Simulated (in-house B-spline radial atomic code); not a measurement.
**Cd³⁺: ionisation energy by several methods**

An exercise on one series of results from a longer session: the logs are not shown, and one member is left open.

The numbers are computed with in-house B-spline radial atomic code version 1 (scalar-relativistic (X2C), several functionals, spin-polarised; spherical all-electron atom at the radial basis limit), except any that are marked as measured or tabulated.

## Starting point

```
element       : cadmium (Z = 48)
charge        : +3
electrons     : 45
configuration : [Kr] 4d9
nucleus       : Fermi, rms radius 4.609 fm
```

Outer shells as boxes (Hund's rule):

[Kr] 4d9
```
[Kr] core
4d [↑↓][↑↓][↑↓][↑↓][↑ ]
```

Where spins are not typed, each open shell is filled with up spins first.

Set-up of the first run:

Settings, as recorded:

```ini
Z = 48
electrons = 45.0
configuration = [Kr] 4d9
hamiltonian = x2c
method = scan,scan
spin_polarised = True
nucleus = fermi
rms_radius = 4.6087
mass_number = 114
atomic_mass = 113.903364998
speed_of_light = 137.035999084
```

Steps of the session up to this table: SCAN, a meta-GGA; PBE, a GGA; Hartree-Fock; BLYP, a GGA; PW91, a GGA; exchange-only LDA.

One of the session's tables, all rows but one given; the rest of the session is left out.

| method | ΔSCF (eV) |
| --- | --- |
| exchange-only LDA | 51.830 |
| PBE | 53.392 |
| BLYP | 53.259 |
| PW91 | 53.486 |
| SCAN | 53.486 |
| Hartree-Fock | ? |

Q: Estimate the row for Hartree-Fock from the others.

**Answer.** ΔSCF (eV): 51.618. In the column «ΔSCF (eV)» it is the lowest.

Members of this set that are not shown: 1 did not converge; 12 used exact exchange with fractional occupations of an open shell, which is unsound here.

To keep in mind: Meta-GGA runs start from a PBE run whose iterations are not counted.
